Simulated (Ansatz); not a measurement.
# Rh: the cost of one run

Computed with Ansatz 0.2.0 (DFT LDA, scalar-relativistic, plane waves, PAW, unless a step's input says otherwise).

18 further runs of the same task are left out: 1 for a known fault of the program, 17 set aside as unsound or not needed. Runs told in other sessions of the task aren't counted.

### 1 The structure to begin with

The structure is hexagonal, space group P6_3/mmc (No. 194). The conventional cell has a = 2.657 Å, b = 2.657 Å, c = 8.667 Å, α = 90.00°, β = 90.00°, γ = 120.00°. Rh (site symmetry -3m) is surrounded by 12 Rh at 2.65 to 2.66 Å. Rh (site symmetry -6m2) has 12 Rh at 2.65 to 2.66 Å in its first shell of neighbours.

As a file:

```xyz
4
Lattice="2.6573 0.0000 0.0000 -1.3286 2.3013 0.0000 0.0000 0.0000 8.6669" Properties=species:S:1:pos:R:3 pbc="T T T"
Rh    0.0000    0.0000    0.0000
Rh    0.0000    1.5342    2.1667
Rh    0.0000    0.0000    4.3334
Rh    1.3286    0.7671    6.5002
```

It goes back to an entry of the Materials Project, which need not be the stable form.

This cell was relaxed beforehand with the same method: volume 13.25 Å³/atom, gap on the mesh none (metal).

### 2 The scan

The energy is mapped over two homogeneous strains (x along [1 0 0], y along [1 2 0], z along [0 0 1] of the conventional cell).

First coordinate, strain +e along x and -e along y: 7 values from −11.0 %. Second coordinate, strain +e along z and -e/2 along x and y: 7 values from −11.0 %.

Nothing else is relaxed (fractional coordinates fixed). Energies count from the relaxed crystal. Points are written as (first, second).

### 3 Grid point (−11.0 %, 11.0 %)

File input.yaml:

```yaml
crystal:
  lattice:
    - [2.2188102921, 0.0, 0.0]
    - [-1.109405146, 2.4278216928, 0.0]
    - [0.0, 0.0, 9.6202383977]
  atoms:
    - { symbol: Rh, position: [0.0, 0.0, 0.0] }
    - { symbol: Rh, position: [0.3333333333, 0.6666666667, 0.25] }
    - { symbol: Rh, position: [0.0, 0.0, 0.5] }
    - { symbol: Rh, position: [0.6666666667, 0.3333333333, 0.75] }
basis:
  ecutwfc: 420
kpoints:
  mp_grid: { grid: [18, 18, 6] }
hamiltonian:
  xc: lda
  pseudopotentials: { kind: paw, azcp: { folder: soft_1 } }
scf:
  occupations: { method: gaussian, width: 0.15 }
output:
  forces: true
  stress: true
  eigenvalues: true
```

Started as:

```bash
$ ansatz run input.yaml --threads 2 --pin off --max-ram 4096MiB --backend cpu --events-out ev --progress --plain --runs-dir out
```

What time and memory should one allow on 2 threads of Arm Neoverse N1, shared host?

About 32 s, with a peak of 0.71 GiB.
